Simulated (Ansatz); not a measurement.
Run this with Ansatz's Python interface and show what comes out.

`pdos_zr3cd.py`
```python
"""Which atoms and shells make the states of Zr3Cd."""

import warnings

import ansatz as az
import numpy as np


def main() -> None:
    system = (
        az.Lattice.of((4.455173, 0.0, 0.0), (0.0, 4.455173, 0.0), (0.0, 0.0, 4.455173))
        .atom("Zr", (0.0, 0.5, 0.5))
        .atom("Zr", (0.5, 0.0, 0.5))
        .atom("Zr", (0.5, 0.5, 0.0))
        .atom("Cd", (0.0, 0.0, 0.0))
    )

    calc = system.calculation()
    calc = calc.functional("r2scan").kpoints(5, 5, 5, center="gamma")
    calc = calc.occupations(az.OccupationsMethod.GAUSSIAN, width=0.1).scf(extra_bands=14)
    calc = calc.density_of_states(projected=True, method="smearing", broadening_width=0.15, energy_step=0.1)
    with warnings.catch_warnings(record=True) as caught:
        warnings.simplefilter("always")
        outcome = calc.run(threads=1)
    print("warnings raised:", sorted(w.category.__name__ for w in caught) or "none")
    r = outcome.report

    dos = outcome.density_of_states()
    energy = np.asarray(dos.energies_ev) - dos.fermi_ev
    curves = {}
    for site in outcome.projected_density_of_states().sites:
        for shell in site.shells:
            weight = sum(np.sum(curve.g_bin_mean_per_ev, axis=0) for curve in shell.curves)
            name = f"{site.species} {shell.label}"
            curves[name] = curves.get(name, 0) + weight

    step = energy[1] - energy[0]
    windows = [(-10, -5), (-5, 0), (0, 4)]
    print("states by shell in windows of E - E_F (eV):", windows)
    for name, g in curves.items():
        print(f"{name:8s}", " ".join(f"{step * g[(energy >= a) & (energy < b)].sum():8.3f}" for a, b in windows))
    filled = (energy < 0) & (energy > -10)
    for name, g in curves.items():
        if g[filled].sum() * step > 0.5:
            print(f"centre of {name}: {np.average(energy[filled], weights=g[filled]):.2f} eV")


if __name__ == "__main__":
    main()
```

```console
$ python pdos_zr3cd.py
warnings raised: ['DeckWarning', 'PlacementWarning']
states by shell in windows of E - E_F (eV): [(-10, -5), (-5, 0), (0, 4)]
Zr 4S       0.030    0.051    0.021
Zr 5S       0.451    1.961    0.771
Zr 4P       0.024    0.141    0.067
Zr 4D       0.199    9.528   14.420
Cd 4S       0.002    0.003    0.003
Cd 5S       0.260    0.735    0.229
Cd 4P       0.001    0.015    0.002
Cd 4D       9.786    0.107    0.090
centre of Zr 5S: -3.21 eV
centre of Zr 4D: -1.42 eV
centre of Cd 5S: -4.43 eV
centre of Cd 4D: -8.42 eV
```

Notes:
- For a metal this k-point mesh is coarse: on a finer one energies can move by several to tens of meV an atom and pressures by half a GPa or more, differences at one mesh by less.
- The structure comes from a database of computed cells and needn't be a stable or known phase.
- Curves are summed over the cell's atoms. Only shells that the potentials hold have channels, so projections don't add up to the total, least of all where a shell is missing (p of most metals); heights and places of peaks move with the mesh.
- The computed bands are complete only to about 8.2 eV above the Fermi level; beyond that the density of states is undercounted.
- A band centre counts only the states inside the window taken.
- The whole script took 4.3 s on 1 thread of AMD EPYC 7R43 64-Core Processor (Zen 3), on a shared host, peak memory 0.58 GiB.
